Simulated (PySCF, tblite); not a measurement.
# C₅H₂F₅O radical: geometry, infrared bands and EPR parameters

Wanted: the infrared bands and EPR parameters of C₅H₂F₅O radical (`O=[C][C@@H](C(F)=C(F)F)C(F)F`), by calculation.

Computed with tblite 0.8.0 and PySCF 2.14.0, with density-fitted response routines of our own, on a single molecule in the gas phase. Atoms are numbered from 0 throughout.

### Step 1. The starting structure

13 atoms, charge 0, multiplicity 2; geometry from: force field or distance geometry start.

Bonds of the start (Å): O0–C1 1.17, C1–C2 1.48, C2–C3 1.48, C3–F4 1.37, C3–C5 1.33, C5–F6 1.35, C5–F7 1.36, C2–C8 1.52, C8–F9 1.37, C8–F10 1.36, C2–H11 1.10, C8–H12 1.11.

### Step 2. Relaxing the molecule with GFN2-xTB

What the job is given:

```
{"job": {"kind": "relax", "xc": "GFN2-xTB", "basis": "xTB"}, "charge": 0, "multiplicity": 2}
O     -0.894600     2.827900     0.062900
C     -0.652000     1.689100    -0.009000
C     -0.312000     0.252700    -0.068000
C      0.897300    -0.001800     0.752500
F      0.815900     0.182200     2.107000
C      2.050800    -0.449100     0.255600
F      2.184600    -0.662500    -1.070900
F      3.108400    -0.669700     1.082700
C     -1.491700    -0.560400     0.437700
F     -2.551400    -0.427300    -0.412600
F     -1.180800    -1.881600     0.421500
H     -0.145200    -0.015100    -1.117500
H     -1.833700    -0.283900     1.454200
```

Launch:

```sh
> OMP_NUM_THREADS=1 python probes_run.py task.json out
```

One launch serves the whole session: the jobs run in the order shown.

Standard output:

```text
step      E/eV     max force
  0   -1069.33583    2.773
  1   -1069.39420    4.364
  2   -1069.51590    0.819
  3   -1069.54188    0.655
  4   -1069.58278    0.688
  5   -1069.61497    0.756
  6   -1069.64977    1.117
  7   -1069.68782    2.235
  8   -1069.74297    1.299
  9   -1069.82407    0.871
 10   -1069.86909    0.649
 11   -1069.90177    0.659
 12   -1069.92899    0.578
 13   -1069.94010    1.188
 14   -1069.95806    0.403
 15   -1069.96638    0.307
 16   -1069.97982    0.294
 17   -1069.98701    0.285
 18   -1069.99709    0.338
 19   -1070.00576    0.296
 20   -1070.01591    0.334
 21   -1070.02361    0.278
 22   -1070.02848    0.175
 23   -1070.03133    0.143
 24   -1070.03352    0.137
 25   -1070.03521    0.120
 26   -1070.03642    0.083
 27   -1070.03735    0.074
 28   -1070.03818    0.095
 29   -1070.03906    0.125
 30   -1070.04010    0.101
 31   -1070.04150    0.126
 32   -1070.04310    0.133
 33   -1070.04431    0.093
 34   -1070.04493    0.052
 35   -1070.04530    0.055
 36   -1070.04570    0.063
 37   -1070.04627    0.090
 38   -1070.04686    0.081
 39   -1070.04735    0.060
 40   -1070.04781    0.066
 41   -1070.04842    0.086
 42   -1070.04921    0.113
 43   -1070.05001    0.088
 44   -1070.05070    0.075
 45   -1070.05135    0.096
 46   -1070.05211    0.095
 47   -1070.05295    0.098
 48   -1070.05353    0.141
 49   -1070.05418    0.081
 50   -1070.05470    0.077
 51   -1070.05596    0.092
 52   -1070.05650    0.070
 53   -1070.05714    0.062
 54   -1070.05761    0.070
 55   -1070.05851    0.106
 56   -1070.05969    0.134
 57   -1070.06074    0.129
 58   -1070.06117    0.108
 59   -1070.06172    0.070
 60   -1070.06211    0.096
 61   -1070.06273    0.073
 62   -1070.06316    0.046
 63   -1070.06345    0.032
 64   -1070.06361    0.046
 65   -1070.06377    0.045
 66   -1070.06399    0.047
 67   -1070.06431    0.058
 68   -1070.06473    0.060
 69   -1070.06519    0.072
 70   -1070.06558    0.069
 71   -1070.06584    0.041
 72   -1070.06599    0.046
 73   -1070.06610    0.026
 74   -1070.06617    0.018
 75   -1070.06623    0.014
 76   -1070.06626    0.014
 77   -1070.06630    0.016
 78   -1070.06634    0.019
 79   -1070.06637    0.019
 80   -1070.06639    0.019
 81   -1070.06640    0.021
 82   -1070.06641    0.020
 83   -1070.06642    0.019
 84   -1070.06644    0.014
 85   -1070.06646    0.011
 86   -1070.06647    0.010
```

Wall time 1.6 s (1 thread of Intel Xeon at 2.50GHz, shared host).

The steps of the relaxation: (not every step is listed)

```tsv
step	energy from step 0 (eV)	largest force (eV/Å)
0	0.0000	2.7734
1	-0.0584	4.3638
2	-0.1801	0.8190
3	-0.2061	0.6546
4	-0.2469	0.6880
5	-0.2791	0.7563
6	-0.3139	1.1168
7	-0.3520	2.2355
8	-0.4071	1.2994
15	-0.6306	0.3072
22	-0.6926	0.1748
29	-0.7032	0.1249
36	-0.7099	0.0629
43	-0.7142	0.0876
50	-0.7189	0.0771
57	-0.7249	0.1294
64	-0.7278	0.0462
71	-0.7300	0.0410
78	-0.7305	0.0194
81	-0.7306	0.0206
82	-0.7306	0.0203
83	-0.7306	0.0191
84	-0.7306	0.0145
85	-0.7306	0.0111
86	-0.7306	0.0098
```

Close pairs (by a distance rule), those that changed most:

```tsv
bond	before (Å)	after (Å)	change (Å)
C5–F7	1.361	1.317	-0.044
C1–C2	1.477	1.508	+0.030
C5–F6	1.350	1.325	-0.025
C3–F4	1.369	1.345	-0.024
C2–C8	1.519	1.540	+0.021
C8–F9	1.365	1.346	-0.019
C2–C3	1.483	1.496	+0.013
O0–C1	1.167	1.176	+0.010
```

The next job starts from the end point, and lists it.

### Step 3. Harmonic vibrations with GFN2-xTB

What the job is given:

```
{"job": {"kind": "ir", "xc": "GFN2-xTB", "basis": "xTB"}, "charge": 0, "multiplicity": 2}
O     -0.071728     2.614579    -0.115376
C     -0.730350     1.640049    -0.138522
C     -0.405755     0.170155    -0.056807
C      0.813370    -0.071674     0.776466
F      0.624347    -0.013773     2.106960
C      2.051392    -0.215736     0.300150
F      2.309816    -0.281205    -0.997943
F      3.147933    -0.339193     1.018903
C     -1.610096    -0.628452     0.476937
F     -2.705105    -0.359809    -0.258258
F     -1.365004    -1.949447     0.343960
H     -0.226146    -0.142902    -1.093800
H     -1.837062    -0.422106     1.533397
```

Standard output:

```text
mode    cm-1     km/mol
  1      33.7      0.10
  2      49.9      2.51
  3      81.7      1.66
  4      98.8      3.25
  5     129.9      2.41
  6     150.0      1.56
  7     179.6      1.16
  8     247.4      4.82
  9     314.4      1.50
 10     374.4     20.31
 11     383.9      8.63
 12     423.4     16.15
 13     450.6      4.75
 14     490.5     10.24
 15     512.3      8.94
 16     541.4      5.72
 17     616.1     21.70
 18     806.5     33.31
 19     869.0     55.36
 20     997.9     55.43
 21    1047.5    181.79
 22    1070.6    125.62
 23    1086.7     70.12
 24    1127.3     73.87
 25    1194.4     70.27
 26    1213.1     90.42
 27    1226.6    254.60
 28    1259.5     14.07
 29    1282.8     62.14
 30    1739.2     77.63
 31    1932.3    447.63
 32    2905.0     15.45
 33    2927.5      1.27
```

Run time: 1.3 s. Hardware: 1 thread of Intel Xeon at 2.50GHz, shared host.

The strongest bands and the atoms that carry them (share of the mass-weighted mode):

```tsv
cm⁻¹	km/mol	atoms
1048	181.8	C8 50 %, F10 24 %
1071	125.6	C8 26 %, H11 25 %, C2 20 %
1127	73.9	H11 52 %, C2 19 %, C8 11 %
1194	70.3	H11 41 %, H12 20 %, C2 16 %
1213	90.4	C3 61 %, C2 14 %, F4 12 %
1227	254.6	C5 70 %, F7 14 %, F6 13 %
1739	77.6	C5 53 %, C3 43 %
1932	447.6	C1 59 %, O0 41 %
```

### Step 4. EPR parameters: B3LYP/pcH-1

The job, as its differences from that of step 3:

```diff
@@ -1,2 +1,2 @@
-{"job": {"kind": "ir", "xc": "GFN2-xTB", "basis": "xTB"}, "charge": 0, "multiplicity": 2}
+{"job": {"kind": "epr", "basis": "pcH-1"}, "charge": 0, "multiplicity": 2}
 O     -0.071728     2.614579    -0.115376
```

Method: UKS B3LYP, pcH-1 on C F H O, non-relativistic, mean-field spin-orbit, GIAO.

Standard output:

```text
UKS, coarse grid
  cycle   1  E = -765.82610735  |g| = 8.93e-01
  cycle   2  E = -764.86568106  |g| = 1.86e+00
  cycle   3  E = -766.05696190  |g| = 3.11e-01
  cycle   4  E = -766.08892868  |g| = 1.07e-01
  cycle   5  E = -766.09262652  |g| = 2.36e-02
  cycle   6  E = -766.09279820  |g| = 1.15e-02
  cycle   7  E = -766.09284337  |g| = 2.70e-03
  cycle   8  E = -766.09284602  |g| = 1.44e-03
  cycle   9  E = -766.09284708  |g| = 4.80e-04
UKS, final grid
  cycle   1  E = -766.09278740  |g| = 8.67e-04
  cycle   2  E = -766.09278640  |g| = 1.76e-03
  cycle   3  E = -766.09278771  |g| = 1.98e-04
  cycle   4  E = -766.09278773  |g| = 3.25e-05
  cycle   5  E = -766.09278773  |g| = 2.10e-05
E = -766.09278773 Eh   <S^2> = 0.7534 (exact 0.7500)
g shifts (ppm)      1          2          3
  rmc          -231       -231       -231
  gc             40         25        -71
  oz_so       -7605        -37       2654
  total       -7796       -244       2351
hyperfine (MHz)  atom isotope    a_iso     a_fc   dipolar eigenvalues
    0   17O     -41.48     -41.48   -104.80     48.06     56.75
    1   13C     377.39     377.39    -51.18    -47.51     98.69
    2   13C     142.38     142.38    -14.70    -13.66     28.36
    3   13C      15.65      15.65     -7.65     -0.16      7.81
    4   19F      -4.38      -4.38    -16.05      4.34     11.70
    5   13C      11.72      11.72     -6.43     -5.55     11.97
    6   19F      10.48      10.48    -16.47    -10.83     27.30
    7   19F      16.92      16.92    -19.96    -17.01     36.98
    8   13C      -0.50      -0.50     -1.51     -1.08      2.59
    9   19F      20.86      20.86     -8.18     -4.70     12.88
   10   19F       6.53       6.53     -1.51     -0.24      1.75
   11    1H     -10.41     -10.41     -8.59     -4.91     13.50
   12    1H      -0.09      -0.09     -3.13     -2.44      5.56
```

It took 3.5 min on 1 thread of Intel Xeon at 2.50GHz, shared host; peak memory 1.1 GiB.

Principal g values 1.99452, 2.00208, 2.00467; g(iso) = 2.00042, against 2.00232 for a free electron.

Hyperfine couplings, nucleus by nucleus at this fixed geometry (no averaging over rotations):

```tsv
nuclei	isotope	a(iso) (MHz)	a(iso) (G, at g = 2.0023)	largest dipolar term (MHz)
C1	13C	377.4	134.7	98.7
C2	13C	142.4	50.8	28.4
O0	17O	-41.5	-14.8	-104.8
F9	19F	20.9	7.4	12.9
F7	19F	16.9	6.0	37.0
C3	13C	15.7	5.6	7.8
C5	13C	11.7	4.2	12.0
F6	19F	10.5	3.7	27.3
H11	1H	-10.4	-3.7	13.5
F10	19F	6.5	2.3	1.7
F4	19F	-4.4	-1.6	-16.0
C8	13C	-0.5	-0.2	2.6
H12	1H	-0.1	0.0	5.6
```

Mulliken spin populations:

O0 0.23; C1 0.65; C2 0.06; C3 -0.01; F4 0.00; C5 0.06; F6 0.00; F7 0.00; C8 0.00; F9 0.00; F10 0.00; H11 0.00; H12 0.00

In first order the couplings over 0.8 MHz of 19F, 1H give 60 distinct lines over 24.8 G.

Orbitals, density, ELF and potential are computed afterwards from the orbital file.

ELF in a plane through or near 4 of the atoms.

Ten even steps from ' ' (0.00) to '@' (0.96):
```
                                                        
                                                        
                        ..::--..                        
                    ..==##%%%%++..                      
                    --%%@@**%%**::::==--                
                    --%%@@++######@@@@##..              
                      --**##**..%%@@@@--                
                ::::      ::**++%%%%::                  
                --##%%##==--****--      ::--..          
        --**++--==##@@**==##**++++==--..::--::          
      ..**%%%%##++++%%..==++==--++%%%%==......          
      ..**%%**##**::==++++--    ==@@@@##                
        --##%%%%--    ....        ::::..                
          ::--::                ....                    
                                ....                    
                                                        
                                                        
                                                        
                                                        
                                                        
```
The map spans 11.4 Å across and 10.3 Å up, centred on the molecule. Atoms in the plane (x, y in Å): C1 (0.6, 1.7), C3 (-0.8, -0.3), F7 (-3.1, -0.8), C8 (1.7, -0.5).

On the surface of density 0.002 e/bohr³ the electrostatic potential runs, from the 1st to the 99th percentile, from -0.84 V near O0 to 1.76 V near H11.

The spin density lies nearest to C1 54 %; O0 25 %; C2 9 %.

### Step 5. What came out

```
                                 quantity                  value
strongest single infrared mode (GFN2-xTB)  1932 cm⁻¹, 448 km/mol
             zero-point energy (GFN2-xTB)          39.7 kcal/mol
                           g(iso) (B3LYP)                2.00042
                                     ⟨S²⟩     0.753 (exact 0.75)
                           largest a(iso)   13C on C1, 377.4 MHz
    surface potential, 1st and 99th percentile     -0.84 V and 1.76 V
```

**Reading.** The optimisation took 86 steps and gained 0.731 eV; among the close pairs (by a distance rule), C5–F7 changed most, from 1.361 to 1.317 Å. All 33 modes are real, so the xTB geometry is a minimum. The strongest single mode, at 1932 cm⁻¹, moves mainly C1 and O0. GFN2-xTB is a fitted tight-binding method: band positions and strengths are rough. Its intensities can rank the bands wrongly. C1 carries the largest spin population, 0.65 e. The isotropic g lies 1.9 ppt below the free-electron value.
